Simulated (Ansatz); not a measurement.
# Mg15Si8: the cost of one run

Program: Ansatz 0.2.0. Level of theory: DFT LDA, plane waves, PAW, scalar-relativistic, no spin polarisation. These are calculated values, not measurements.

## Step 1: Starting point

The cell holds 23 atoms (Mg15Si8): a = 9.129 Å, b = 9.129 Å, c = 9.129 Å, α = 60.00°, β = 60.00°, γ = 60.00°.

Coordinates:

```xyz
23
Lattice="0.0000 6.4549 6.4549 6.4549 0.0000 6.4549 6.4549 6.4549 0.0000" Properties=species:S:1:pos:R:3 pbc="T T T"
Mg    1.6137    1.6137    1.6137
Mg    4.8412    4.8412    4.8412
Si    0.0000    0.0000    0.0000
Mg    4.8412    4.8412    1.6137
Mg    8.0686    8.0686    4.8412
Si    3.2275    3.2275    0.0000
Mg    4.8412    1.6137    4.8412
Mg    8.0686    4.8412    8.0686
Si    3.2275    0.0000    3.2275
Mg    8.0686    4.8412    4.8412
Mg   11.2961    8.0686    8.0686
Si    6.4549    3.2275    3.2275
Mg    1.6137    4.8412    4.8412
Mg    4.8412    8.0686    8.0686
Si    0.0000    3.2275    3.2275
Mg    4.8412    8.0686    4.8412
Mg    8.0686   11.2961    8.0686
Si    3.2275    6.4549    3.2275
Mg    4.8412    4.8412    8.0686
Si    3.2275    3.2275    6.4549
Mg    8.0686    8.0686    8.0686
Mg   11.2961   11.2961   11.2961
Si    6.4549    6.4549    6.4549
```

## Step 2: Run 1

130 steps of 3 fs under a Langevin thermostat at 900 K.

File input.yaml:

```yaml
accuracy: low
crystal:
  lattice:
    - [0.0, 6.45491, 6.45491]
    - [6.45491, 0.0, 6.45491]
    - [6.45491, 6.45491, 0.0]
  atoms:
    - { symbol: Mg, position: [0.125, 0.125, 0.125] }
    - { symbol: Mg, position: [0.375, 0.375, 0.375] }
    - { symbol: Si, position: [0.0, 0.0, 0.0] }
    - { symbol: Mg, position: [0.125, 0.125, 0.625] }
    - { symbol: Mg, position: [0.375, 0.375, 0.875] }
    - { symbol: Si, position: [0.0, 0.0, 0.5] }
    - { symbol: Mg, position: [0.125, 0.625, 0.125] }
    - { symbol: Mg, position: [0.375, 0.875, 0.375] }
    - { symbol: Si, position: [0.0, 0.5, 0.0] }
    - { symbol: Mg, position: [0.125, 0.625, 0.625] }
    - { symbol: Mg, position: [0.375, 0.875, 0.875] }
    - { symbol: Si, position: [0.0, 0.5, 0.5] }
    - { symbol: Mg, position: [0.625, 0.125, 0.125] }
    - { symbol: Mg, position: [0.875, 0.375, 0.375] }
    - { symbol: Si, position: [0.5, 0.0, 0.0] }
    - { symbol: Mg, position: [0.625, 0.125, 0.625] }
    - { symbol: Mg, position: [0.875, 0.375, 0.875] }
    - { symbol: Si, position: [0.5, 0.0, 0.5] }
    - { symbol: Mg, position: [0.625, 0.625, 0.125] }
    - { symbol: Si, position: [0.5, 0.5, 0.0] }
    - { symbol: Mg, position: [0.625, 0.625, 0.625] }
    - { symbol: Mg, position: [0.875, 0.875, 0.875] }
    - { symbol: Si, position: [0.5, 0.5, 0.5] }
basis:
  ecutwfc: 420.0
kpoints:
  mp_grid: { grid: [1, 1, 1] }
hamiltonian:
  xc: lda
scf:
  occupations: { method: fermi_dirac, width: 0.05 }
  lower_state_search: "off"
md:
  timestep: 3.0
  n_steps: 130
  ensemble: nvt_langevin
  temperature: 900.0
  initial_velocities: maxwell_boltzmann
  seed: 550211
  friction: 0.005
```

The run is started by

```
$ ansatz run input.yaml --threads 1 --pin off --max-ram 3072MiB --backend cpu --events-out ev --progress --plain --runs-dir out
```

What time and memory should one allow on 1 thread of Arm Neoverse V2, shared host?

About 5.6 min, with a peak of 0.51 GiB.
